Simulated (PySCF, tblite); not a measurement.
**C₄H₁₀N₃P: geometry, infrared bands and NMR shifts**

Aim: predict the infrared bands and NMR shifts of C₄H₁₀N₃P (`CN1C=CN(C)P1N`).

Computed with tblite 0.8.0 and PySCF 2.14.0, with density-fitted response routines of our own, on a single molecule in the gas phase. Atoms are numbered from 0 throughout.

### Step 1. The starting structure

18 atoms, charge 0, multiplicity 1; geometry from: force field or distance geometry start.

Bonds of the start (Å): C0–N1 1.43, N1–C2 1.40, C2–C3 1.33, C3–N4 1.36, N4–C5 1.44, N4–P6 1.66, P6–N7 1.69, P6–N1 1.66, C0–H8 1.10, C0–H9 1.10, C0–H10 1.09, C2–H11 1.09, C3–H12 1.10, C5–H13 1.10, C5–H14 1.10, C5–H15 1.09, N7–H16 1.02, N7–H17 1.02.

### Step 2. Optimising the geometry with GFN2-xTB

The job: settings as JSON, then the geometry in Å.

```
{"job": {"kind": "relax", "xc": "GFN2-xTB", "basis": "xTB"}, "charge": 0, "multiplicity": 1}
C     -2.374800    -0.652200    -0.856500
N     -1.154400    -0.330600    -0.192100
C     -0.784900    -0.708200     1.103400
C      0.507400    -0.541100     1.363800
N      1.241600    -0.052900     0.324400
C      2.669400     0.057300     0.217100
P      0.228600     0.128700    -0.979200
N      0.058300     1.809500    -1.036100
H     -3.220300    -0.620600    -0.153700
H     -2.607900     0.064100    -1.652800
H     -2.347800    -1.656500    -1.291200
H     -1.550500    -1.106100     1.767900
H      1.002000    -0.790300     2.310100
H      3.111600    -0.867600    -0.180200
H      3.114200     0.247500     1.207700
H      2.976700     0.889500    -0.415400
H     -0.040600     2.113400    -0.070500
H     -0.837500     2.022500    -1.478400
```

Run with:

```bash
OMP_NUM_THREADS=1 python probes_run.py task.json out
```

One launch serves the whole session: the jobs run in the order shown.

**Question.** This job is followed by: GFN2-xTB harmonic vibrations, gas phase; GIAO PBE0/pcSseg-1 NMR shielding, non-relativistic, gas phase. What will the session give for the following? strongest single infrared mode (GFN2-xTB); zero-point energy (GFN2-xTB); 13C shifts against TMS (PBE0/pcSseg-1, means over atoms taken as alike); 1H shifts against TMS (PBE0/pcSseg-1, means over atoms taken as alike); 15N shifts against NH3 (PBE0/pcSseg-1, means over atoms taken as alike); 31P shifts against H3PO4 (PBE0/pcSseg-1); surface potential, 1st and 99th percentile.

As calculated:

| quantity | value |
| --- | --- |
| strongest single infrared mode (GFN2-xTB) | 489 cm⁻¹, 167 km/mol |
| zero-point energy (GFN2-xTB) | 89.7 kcal/mol |
| 13C shifts against TMS (PBE0/pcSseg-1, means over atoms taken as alike) | 120.1, 37.7 ppm |
| 1H shifts against TMS (PBE0/pcSseg-1, means over atoms taken as alike) | 5.57, 3.03, 2.07 ppm |
| 15N shifts against NH3 (PBE0/pcSseg-1, means over atoms taken as alike) | 97.6, 85.7 ppm |
| 31P shifts against H3PO4 (PBE0/pcSseg-1) | 111.3 ppm |
| surface potential, 1st and 99th percentile | -1.47 V and 1.14 V |

What this shows: Relaxing lowered the energy by 0.645 eV in 94 steps; the close pair that moved most is N1–P6, from 1.656 to 1.729 Å. No mode is imaginary among the 48: a minimum at this level. The strongest single mode, at 489 cm⁻¹, is spread over several atoms, H16, N7, H17 among them. GFN2-xTB is a fitted tight-binding method: band positions and strengths are rough. Its intensities can rank the bands wrongly. C2, C3 (mean) (alkene carbon bearing nitrogen) lies farthest downfield among carbon, at 120.1 ppm; as expected for a trigonal carbon in a double bond. The most deshielded hydrogen is H11, H12 (mean) (hydrogen on an alkene carbon bearing nitrogen), at 5.57 ppm: olefinic region.
